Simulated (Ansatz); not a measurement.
# CH₄ClOSi radical: an energy map over two coordinates

Aim: map the energy of CH4ClOSi, SMILES CO[SiH]Cl, spin multiplicity 2 over two coordinates, and find its wells, ridges and stiffness.

Computed with Ansatz 0.2.0. Level: UKS SPW92 (LDA)/def2-TZVP.

## Step 1: The starting structure

SMILES `CO[SiH]Cl`, 8 atoms, charge 0, spin multiplicity 2.

Atoms are counted from 1 here; the program's logs count them from 0.

Bond lengths: C1–O2 1.418 Å, C1–H5 1.113 Å, C1–H6 1.112 Å, C1–H7 1.109 Å, O2–Si3 1.675 Å, Si3–Cl4 2.104 Å, Si3–H8 1.512 Å. Angles: O2–C1–H5 111.3°, O2–C1–H6 111.8°, O2–C1–H7 108.2°, H5–C1–H6 108.6°, H5–C1–H7 108.2°, H6–C1–H7 108.6°, C1–O2–Si3 126.4°, O2–Si3–Cl4 109.7°, O2–Si3–H8 104.1°, Cl4–Si3–H8 108.7°.

Geometry (Å):

```xyz
8

C    -0.5184    0.2990    1.0417
O    -0.2187    0.6427   -0.3013
Si    0.1851   -0.4191   -1.5328
Cl    1.7113   -1.7126   -0.8811
H    -1.5513   -0.1042    1.1359
H     0.1942   -0.4541    1.4447
H    -0.4481    1.2183    1.6577
H     0.7381    0.4730   -2.6205
```

This geometry comes from a loose relaxation at PBE in a small basis, which is not shown.

## Step 2: The minimum at this level

Input file input.yaml:

```yaml
crystal:
  periodic: [false, false, false]
  atoms:
    - { symbol: C, position_ang: [-0.518378, 0.298955, 1.041724] }
    - { symbol: O, position_ang: [-0.218708, 0.642662, -0.301272] }
    - { symbol: Si, position_ang: [0.185079, -0.419124, -1.532789] }
    - { symbol: Cl, position_ang: [1.711316, -1.712644, -0.88114] }
    - { symbol: H, position_ang: [-1.551342, -0.104232, 1.135881] }
    - { symbol: H, position_ang: [0.194191, -0.454075, 1.444731] }
    - { symbol: H, position_ang: [-0.448127, 1.218311, 1.657665] }
    - { symbol: H, position_ang: [0.738069, 0.473046, -2.620499] }
magnetization:
  spin_polarized: true
  initial_magnetization: 1
basis:
  gaussian: { orbitals: def2-TZVP }
hamiltonian:
  xc: lda
output:
  forces: true
relax:
  f_tol: 0.003
  max_steps: 120
```

Run with:

```bash
ansatz run input.yaml --threads 1 --pin off --max-ram 2560MiB --backend cpu --events-out ev --progress --plain --runs-dir out
```

The log of the run (excerpt; [...] marks lines left out):

```text
Warning: RAYON_NUM_THREADS=1 ignored (pool sized by the plan → 1); use --threads N
[...]
Functional definition: SPW92
[...]
1015 factors; their error is unknown
[...]
mean field -23455.20218080 eV, -861.9627816373 hartree, gradient 6.5e-5 eV, S^2 0.751103; 0 other end points of the search recorded, 0 dependent functions left out
[...]
reference -23455.20221878 eV, -861.9627830332 hartree; 25, 24 occupied and 135, 136 virtual orbitals, 1015 factors
relax step   1: F+E_penalty+E_count = -23455.20218080 eV  Δ(F+E_penalty+E_count) = +0.000e0 eV  max|allowed force component| = 9.851e-1 eV/Å  Δτ_max = 0.0000 Å  (30 SCF iters, accepted)
[...]
relax step   4: F+E_penalty+E_count = -23455.25038137 eV  Δ(F+E_penalty+E_count) = -7.062e-4 eV  max|allowed force component| = 3.426e-2 eV/Å  Δτ_max = 0.0063 Å  (34 SCF iters, accepted)
[...]
relax step   7: F+E_penalty+E_count = -23455.25079400 eV  Δ(F+E_penalty+E_count) = -4.261e-5 eV  max|allowed force component| = 1.104e-2 eV/Å  Δτ_max = 0.0078 Å  (33 SCF iters, accepted)
[...]
relax step  10: F+E_penalty+E_count = -23455.25080967 eV  Δ(F+E_penalty+E_count) = -8.860e-6 eV  max|allowed force component| = 1.090e-2 eV/Å  Δτ_max = 0.0052 Å  (25 SCF iters, accepted)
[...]
relax step  13: F+E_penalty+E_count = -23455.25084632 eV  Δ(F+E_penalty+E_count) = -3.088e-6 eV  max|allowed force component| = 3.444e-3 eV/Å  Δτ_max = 0.0026 Å  (25 SCF iters, accepted)
[...]
relax step  14: F+E_penalty+E_count = -23455.25084722 eV  Δ(F+E_penalty+E_count) = -8.967e-7 eV  max|allowed force component| = 1.841e-3 eV/Å  Δτ_max = 0.0008 Å  (24 SCF iters, accepted)
1015 factors; their error is unknown
mean field -23455.25084722 eV, -861.9645700951 hartree, gradient 2.1e-5 eV, S^2 0.751076; 1 other end points of the search recorded, 0 dependent functions left out
[...]
reference -23455.25088481 eV, -861.9645714767 hartree; 25, 24 occupied and 135, 136 virtual orbitals, 1015 factors
Total energy: -23455.25088481 eV, -861.9645714767 hartree
Atom 0 at    -0.499588     0.290988     1.020504 Å, force    -0.000132    -0.000708     0.001266 eV/Å
Atom 1 at    -0.243012     0.637652    -0.316528 Å, force    -0.000172     0.001841    -0.000389 eV/Å
Atom 2 at     0.159329    -0.395541    -1.516849 Å, force     0.000514    -0.001209    -0.000848 eV/Å
Atom 3 at     1.606428    -1.698545    -0.827873 Å, force    -0.000136    -0.000064     0.000301 eV/Å
Atom 4 at    -1.500820    -0.163894     1.127257 Å, force    -0.000116    -0.000094    -0.000098 eV/Å
Atom 5 at     0.256551    -0.419153     1.402746 Å, force     0.000018     0.000070     0.000100 eV/Å
Atom 6 at    -0.465756     1.210064     1.625834 Å, force     0.000152    -0.000094     0.000001 eV/Å
Atom 7 at     0.778968     0.481328    -2.570792 Å, force    -0.000129     0.000257    -0.000333 eV/Å
Dipole moment:    -0.188146     0.077820     0.189274 e Å
```

It took 100 s on 1 thread of Arm Neoverse N1, shared host; peak memory 0.2 GiB.

Energy and force along the way:

| step | energy from step 1 (eV) | largest force component (eV/Å) |
| --- | --- | --- |
| 1 | 0.0000 | 0.9851 |
| 2 | -0.0373 | 0.5184 |
| 3 | -0.0475 | 0.1203 |
| 4 | -0.0482 | 0.0343 |
| 5 | -0.0484 | 0.0205 |
| 6 | -0.0486 | 0.0194 |
| 7 | -0.0486 | 0.0110 |
| 8 | -0.0486 | 0.0090 |
| 9 | -0.0486 | 0.0024 |
| 10 | -0.0486 | 0.0109 |
| 11 | -0.0486 | 0.0133 |
| 12 | -0.0487 | 0.0064 |
| 13 | -0.0487 | 0.0034 |
| 14 | -0.0487 | 0.0018 |

Bonds that changed most:

| bond | before (Å) | after (Å) | change (Å) |
| --- | --- | --- | --- |
| O2–Si3 | 1.675 | 1.634 | -0.041 |
| Si3–Cl4 | 2.104 | 2.066 | -0.039 |
| C1–O2 | 1.418 | 1.405 | -0.013 |
| C1–H5 | 1.113 | 1.105 | -0.008 |
| C1–H7 | 1.109 | 1.101 | -0.008 |
| Si3–H8 | 1.512 | 1.505 | -0.007 |
| C1–H6 | 1.112 | 1.106 | -0.007 |

## Step 3: Plan of the scan

- umbrella angle at Si3 (between each of its bonds and their common axis; 90 is planar): 11 values from 56.4 to 123.6 °
- change of the bonds Si3–O2, Si3–Cl4, Si3–H8, all alike: 11 values from −0.191 to 0.295 Å

Nothing else is relaxed (all other coordinates rigid). Energies count from the relaxed molecule at the same level. Points are written as (first, second).

Of the runs on the grid, 3 are shown in the steps below; the others differ only in the two coordinates.

## Step 4: The run at (56.4°, 0.295 Å)

Input file input.yaml:

```yaml
crystal:
  periodic: [false, false, false]
  atoms:
    - { symbol: C, position_ang: [-2.309124, -0.983833, 0.046109] }
    - { symbol: O, position_ang: [-1.629527, -0.135064, -0.843498] }
    - { symbol: Si, position_ang: [0.159329, -0.395541, -1.516849] }
    - { symbol: Cl, position_ang: [-0.026926, -2.748633, -1.541134] }
    - { symbol: H, position_ang: [-2.675781, -1.888812, -0.470955] }
    - { symbol: H, position_ang: [-1.656608, -1.292157, 0.883553] }
    - { symbol: H, position_ang: [-3.174588, -0.435793, 0.44971] }
    - { symbol: H, position_ang: [-0.448257, -0.23233, -3.202837] }
magnetization:
  spin_polarized: true
  initial_magnetization: 1
basis:
  gaussian: { orbitals: def2-TZVP }
hamiltonian:
  xc: lda
output:
  forces: true
```

Run with:

```bash
ansatz run input.yaml --threads 1 --pin off --max-ram 2560MiB --backend cpu --events-out ev --progress --plain --runs-dir out
```

The log of the run (excerpt; [...] marks lines left out):

```text
Warning: RAYON_NUM_THREADS=1 ignored (pool sized by the plan → 1); use --threads N
[...]
Functional definition: SPW92
[...]
1015 factors; their error is unknown
[...]
mean field -23453.40933000 eV, -861.8968955856 hartree, gradient 2.9e-5 eV, S^2 0.753123; 2 other end points of the search recorded, 0 dependent functions left out
[...]
reference -23453.40936701 eV, -861.8968969457 hartree; 25, 24 occupied and 135, 136 virtual orbitals, 1015 factors
Total energy: -23453.40936701 eV, -861.8968969457 hartree
Atom 0 at    -2.309124    -0.983833     0.046109 Å, force     0.386802     0.354022    -0.311350 eV/Å
Atom 1 at    -1.629527    -0.135064    -0.843498 Å, force     2.931900    -0.194087    -0.882073 eV/Å
Atom 2 at     0.159329    -0.395541    -1.516849 Å, force    -4.758431    -2.185735    -0.844857 eV/Å
Atom 3 at    -0.026926    -2.748633    -1.541134 Å, force     0.473993     2.166058     0.139205 eV/Å
Atom 4 at    -2.675781    -1.888812    -0.470955 Å, force     0.155560    -0.132009    -0.034872 eV/Å
Atom 5 at    -1.656608    -1.292157     0.883553 Å, force    -0.052503    -0.147960     0.008468 eV/Å
Atom 6 at    -3.174588    -0.435793     0.449710 Å, force    -0.013180     0.091284     0.048715 eV/Å
Atom 7 at    -0.448257    -0.232330    -3.202837 Å, force     0.875859     0.048425     1.876763 eV/Å
Dipole moment:     0.004575     0.305484     0.172390 e Å
```

Wall time 8.2 s (1 thread of Arm Neoverse N1, shared host); peak memory 0.21 GiB.

That is 178 kJ/mol from the zero.

## Step 5: Point (103.5°, 0.198 Å)

Input file input.yaml:

```yaml
crystal:
  periodic: [false, false, false]
  atoms:
    - { symbol: C, position_ang: [-0.892226, 0.276195, 1.09085] }
    - { symbol: O, position_ang: [-0.535755, 0.679967, -0.20667] }
    - { symbol: Si, position_ang: [0.159329, -0.395541, -1.516849] }
    - { symbol: Cl, position_ang: [1.542514, -2.057696, -0.847658] }
    - { symbol: H, position_ang: [-1.850571, -0.273651, 1.085979] }
    - { symbol: H, position_ang: [-0.113905, -0.369153, 1.537948] }
    - { symbol: H, position_ang: [-1.008857, 1.178402, 1.711082] }
    - { symbol: H, position_ang: [0.685438, 0.515822, -2.855235] }
magnetization:
  spin_polarized: true
  initial_magnetization: 1
basis:
  gaussian: { orbitals: def2-TZVP }
hamiltonian:
  xc: lda
output:
  forces: true
```

Run with:

```bash
ansatz run input.yaml --threads 1 --pin off --max-ram 2560MiB --backend cpu --events-out ev --progress --plain --runs-dir out
```

The log of the run (excerpt; [...] marks lines left out):

```text
Warning: RAYON_NUM_THREADS=1 ignored (pool sized by the plan → 1); use --threads N
[...]
Functional definition: SPW92
[...]
1015 factors; their error is unknown
[...]
mean field -23454.09048393 eV, -861.9219275309 hartree, gradient 4.2e-5 eV, S^2 0.751702; 0 other end points of the search recorded, 0 dependent functions left out
[...]
reference -23454.09052302 eV, -861.9219289673 hartree; 25, 24 occupied and 135, 136 virtual orbitals, 1015 factors
Total energy: -23454.09052302 eV, -861.9219289673 hartree
Atom 0 at    -0.892226     0.276195     1.090850 Å, force     0.217769    -0.365711    -0.189317 eV/Å
Atom 1 at    -0.535755     0.679967    -0.206670 Å, force     1.712112    -1.491274    -2.600983 eV/Å
Atom 2 at     0.159329    -0.395541    -1.516849 Å, force    -0.706586     0.733723     1.357395 eV/Å
Atom 3 at     1.542514    -2.057696    -0.847658 Å, force    -0.976710     1.779583    -0.440937 eV/Å
Atom 4 at    -1.850571    -0.273651     1.085979 Å, force    -0.007912    -0.014593     0.015741 eV/Å
Atom 5 at    -0.113905    -0.369153     1.537948 Å, force    -0.061401     0.004293     0.089969 eV/Å
Atom 6 at    -1.008857     1.178402     1.711082 Å, force     0.025999     0.062975    -0.020165 eV/Å
Atom 7 at     0.685438     0.515822    -2.855235 Å, force    -0.203270    -0.708995     1.788296 eV/Å
Dipole moment:    -0.189009     0.152819     0.094462 e Å
```

Wall time 6.2 s (1 thread of Arm Neoverse N1, shared host); peak memory 0.19 GiB.

On the map this point reads 112 kJ/mol.

## Step 6: Point (110.2°, 0.003 Å)

Input file input.yaml:

```yaml
crystal:
  periodic: [false, false, false]
  atoms:
    - { symbol: C, position_ang: [-0.558035, 0.271782, 1.012676] }
    - { symbol: O, position_ang: [-0.283087, 0.627915, -0.318201] }
    - { symbol: Si, position_ang: [0.159329, -0.395541, -1.516849] }
    - { symbol: Cl, position_ang: [1.577762, -1.740401, -0.839792] }
    - { symbol: H, position_ang: [-1.553177, -0.200375, 1.099499] }
    - { symbol: H, position_ang: [0.202968, -0.426949, 1.406129] }
    - { symbol: H, position_ang: [-0.550835, 1.188945, 1.621798] }
    - { symbol: H, position_ang: [0.753572, 0.471642, -2.597382] }
magnetization:
  spin_polarized: true
  initial_magnetization: 1
basis:
  gaussian: { orbitals: def2-TZVP }
hamiltonian:
  xc: lda
output:
  forces: true
```

Run with:

```bash
ansatz run input.yaml --threads 1 --pin off --max-ram 2560MiB --backend cpu --events-out ev --progress --plain --runs-dir out
```

The log of the run (excerpt; [...] marks lines left out):

```text
Warning: RAYON_NUM_THREADS=1 ignored (pool sized by the plan → 1); use --threads N
[...]
Functional definition: SPW92
[...]
1015 factors; their error is unknown
[...]
mean field -23455.24316468 eV, -861.9642877672 hartree, gradient 5.9e-5 eV, S^2 0.751057; 0 other end points of the search recorded, 0 dependent functions left out
[...]
reference -23455.24320250 eV, -861.9642891568 hartree; 25, 24 occupied and 135, 136 virtual orbitals, 1015 factors
Total energy: -23455.24320250 eV, -861.9642891568 hartree
Atom 0 at    -0.558035     0.271782     1.012676 Å, force     0.009671    -0.015069     0.007084 eV/Å
Atom 1 at    -0.283087     0.627915    -0.318201 Å, force     0.151406    -0.041152    -0.107145 eV/Å
Atom 2 at     0.159329    -0.395541    -1.516849 Å, force    -0.200900    -0.080329    -0.026990 eV/Å
Atom 3 at     1.577762    -1.740401    -0.839792 Å, force    -0.010856     0.132915     0.006418 eV/Å
Atom 4 at    -1.553177    -0.200375     1.099499 Å, force     0.000945    -0.003349    -0.005218 eV/Å
Atom 5 at     0.202968    -0.426949     1.406129 Å, force    -0.006515     0.000868     0.005610 eV/Å
Atom 6 at    -0.550835     1.188945     1.621798 Å, force     0.002680    -0.000111    -0.000378 eV/Å
Atom 7 at     0.753572     0.471642    -2.597382 Å, force     0.053569     0.006227     0.120621 eV/Å
Dipole moment:    -0.173699     0.084604     0.194696 e Å
```

Run time: 6.4 s. Hardware: 1 thread of Arm Neoverse N1, shared host; peak memory 0.19 GiB.

Energy on the map's scale: 0.7 kJ/mol.

## Step 7: All points together

121 points were computed. Energies in kJ/mol, from the relaxed molecule at the same level:

| change of the bonds Si3–O2, Si3–Cl4, Si3–H8, all alike (Å) ↓, umbrella angle at Si3 (between each of its bonds and their common axis; 90 is planar) (°) → | 56.4 | 63.1 | 69.8 | 76.5 | 83.3 | 90.0 | 96.7 | 103.5 | 110.2 | 116.9 | 123.6 |
| --- | --- | --- | --- | --- | --- | --- | --- | --- | --- | --- | --- |
| 0.295 | 178 | 165 | 169 | 188 | 224 | 255 | 225 | 189 | 168 | 164 | 179 |
| 0.246 | 142 | 126 | 128 | 149 | 188 | 227 | 189 | 149 | 127 | 124 | 142 |
| 0.198 | 111 | 90 | 91 | 112 | 154 | 204 | 155 | 112 | 90 | 89 | 110 |
| 0.149 | 84 | 59 | 58 | 79 | 123 | 172 | 124 | 78 | 56 | 56 | 83 |
| 0.101 | 65 | 34 | 31 | 52 | 96 | 138 | 97 | 51 | 28 | 31 | 62 |
| 0.052 | 55 | 18 | 12 | 32 | 76 | 112 | 76 | 30 | 9 | 14 | 51 |
| 0.003 | 57 | 13 | 4 | 23 | 66 | 97 | 64 | 21 | 1 | 9 | 52 |
| −0.045 | 75 | 24 | 11 | 28 | 69 | 96 | 67 | 25 | 7 | 19 | 69 |
| −0.094 | 115 | 54 | 37 | 52 | 90 | 115 | 88 | 48 | 32 | 49 | 107 |
| −0.142 | 179 | 108 | 86 | 98 | 134 | 156 | 131 | 94 | 81 | 102 | 169 |
| −0.191 | 278 | 195 | 167 | 176 | 209 | 229 | 205 | 171 | 161 | 188 | 265 |

On the same grid, dipole moment (D):

| change of the bonds Si3–O2, Si3–Cl4, Si3–H8, all alike (Å) ↓, umbrella angle at Si3 (between each of its bonds and their common axis; 90 is planar) (°) → | 56.4 | 63.1 | 69.8 | 76.5 | 83.3 | 90.0 | 96.7 | 103.5 | 110.2 | 116.9 | 123.6 |
| --- | --- | --- | --- | --- | --- | --- | --- | --- | --- | --- | --- |
| 0.295 | 1.69 | 1.49 | 1.30 | 1.26 | 1.47 | 1.69 | 1.47 | 1.46 | 1.65 | 1.94 | 2.21 |
| 0.246 | 1.56 | 1.35 | 1.17 | 1.18 | 1.43 | 1.65 | 1.38 | 1.34 | 1.52 | 1.80 | 2.08 |
| 0.198 | 1.45 | 1.24 | 1.09 | 1.13 | 1.42 | 1.64 | 1.31 | 1.25 | 1.41 | 1.68 | 1.96 |
| 0.149 | 1.35 | 1.16 | 1.04 | 1.14 | 1.43 | 1.06 | 1.28 | 1.21 | 1.33 | 1.58 | 1.85 |
| 0.101 | 1.28 | 1.11 | 1.04 | 1.19 | 1.47 | 1.09 | 1.29 | 1.21 | 1.29 | 1.51 | 1.76 |
| 0.052 | 1.24 | 1.09 | 1.09 | 1.28 | 1.53 | 1.18 | 1.34 | 1.25 | 1.28 | 1.46 | 1.69 |
| 0.003 | 1.22 | 1.13 | 1.19 | 1.41 | 1.62 | 1.30 | 1.42 | 1.34 | 1.32 | 1.44 | 1.64 |
| −0.045 | 1.24 | 1.20 | 1.32 | 1.56 | 1.73 | 1.44 | 1.54 | 1.45 | 1.39 | 1.45 | 1.61 |
| −0.094 | 1.30 | 1.31 | 1.48 | 1.73 | 1.88 | 1.61 | 1.69 | 1.60 | 1.49 | 1.50 | 1.61 |
| −0.142 | 1.39 | 1.45 | 1.65 | 1.92 | 2.04 | 1.79 | 1.85 | 1.75 | 1.61 | 1.57 | 1.63 |
| −0.191 | 1.50 | 1.61 | 1.84 | 2.12 | 2.23 | 1.98 | 2.03 | 1.92 | 1.76 | 1.67 | 1.69 |

Energy (kJ/mol) at eleven even steps along the easiest path on the interpolated surface, from its minimum near (110.2°, 0.003 Å): 0, 6, 25, 48, 80, 94, 81, 56, 27, 12, 3.

## Step 8: Outcome

| quantity | value |
| --- | --- |
| lowest point | (110.2°, 0.003 Å), 0.7 kJ/mol |
| highest computed point | (56.4°, −0.191 Å), 277 kJ/mol above the lowest |
| dipole moment (D) | 1.04 at (69.8°, 0.149 Å) to 2.23 at (83.3°, −0.191 Å); 1.32 at the lowest point |
| time for the whole task | 20 min on 1 thread, shared host |

The lowest computed point is at (110.2°, 0.003 Å), 0.7 kJ/mol from the relaxed molecule at the same level. The grid is coarse, so the true minimum lies between grid points and may sit elsewhere than the lowest one. A higher local minimum lies near (69.8°, 0.003 Å) (3.2 kJ/mol above the lowest at that grid point). The highest computed point, (56.4°, −0.191 Å), lies 277 kJ/mol above the lowest. On the interpolated surface the easiest way out of the lowest well to the well at (69.8°, 0.003 Å) passes a barrier of about 94 kJ/mol. Round the minimum the valley is somewhat tilted: raising the first coordinate shifts the best value of the second coordinate upwards (coupling k₁₂/√(k₁₁k₂₂) about −0.1). Between some neighbouring points the energy changes steeply; a change of electronic state there was not ruled out.
